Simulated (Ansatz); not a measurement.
# CsPbBr3, space group Pm-3m: a breakdown of dispersion, smearing and cutoff terms

With Ansatz's Python interface.

The cells in order, each with its output:

```python
import warnings

import ansatz
from pymatgen.core import Lattice, Structure
from pymatgen.io.ase import AseAtomsAdaptor
```

```python
warnings.simplefilter('ignore', ansatz.DeckWarning)
```

```python
pmg_structure = Structure(
    Lattice([[5.87, 0.0, 0.0], [0.0, 5.87, 0.0], [0.0, 0.0, 5.87]]),
    ['Cs', 'Pb', 'Br', 'Br', 'Br'],
    [
        [0.0, 0.0, 0.0],
        [0.5, 0.5, 0.5],
        [0.0, 0.5, 0.5],
        [0.5, 0.0, 0.5],
        [0.5, 0.5, 0.0],
    ],
)
system = ansatz.Crystal.from_ase(AseAtomsAdaptor.get_atoms(pmg_structure))
```

```python
calculation = (
    system.calculation()
    .kpoints(2)
    .occupations('Fixed')
    .mixing('broyden', beta=0.7)
    .eigensolver('auto', full_accuracy=True)
    .scf(tolerance=1e-09, extra_bands=4, algorithm='density_mixing')
)
with_term = calculation.functional('revpbe', dispersion='d3bj').basis(340).cutoff_correction(590).run().report
without = calculation.functional('revpbe').basis(340).run().report
finer = calculation.functional('revpbe').basis(590).run().report
removed = ansatz.free_energy_without(with_term, ansatz.EnergyTerm.DISPERSION)
print(f'dispersion term            {with_term["components"]["e_disp"]:.5f} eV')
print(f'F less dispersion          {removed:.5f} eV, run without it {without["free_energy_ev"]:.5f} eV')
print(f'F less smearing term       {ansatz.free_energy_without(without, ansatz.EnergyTerm.SMEARING):.5f} eV')
print(f'estimated gain to 590 eV   {with_term["cutoff_correction"]["energy_ev"]:.5f} eV, found {finer["free_energy_ev"] - without["free_energy_ev"]:.5f} eV')
```

    dispersion term            -2.00857 eV
    F less dispersion          -25963.77984 eV, run without it -25963.77984 eV
    F less smearing term       -25963.77984 eV
    estimated gain to 590 eV   -0.01224 eV, found -0.01101 eV

Caveats:
- These settings explore the input space; cutoff and mesh may be short of convergence.
- The cutoff lies under the one recommended for these potentials in some of the runs.
- The k-point mesh is coarse, and energy and stress weren't tested for convergence.
- Spin-orbit coupling, which matters for elements this heavy, is left out.
- The starting cell is as deposited in a crystallographic database; the results hold for this polymorph, which needn't be the stable one.
- The script silences the warnings on its input, which a real study should read.
- Finished in 9.3 s on 1 thread of Arm Neoverse V2 (shared host), peak memory 0.58 GiB.
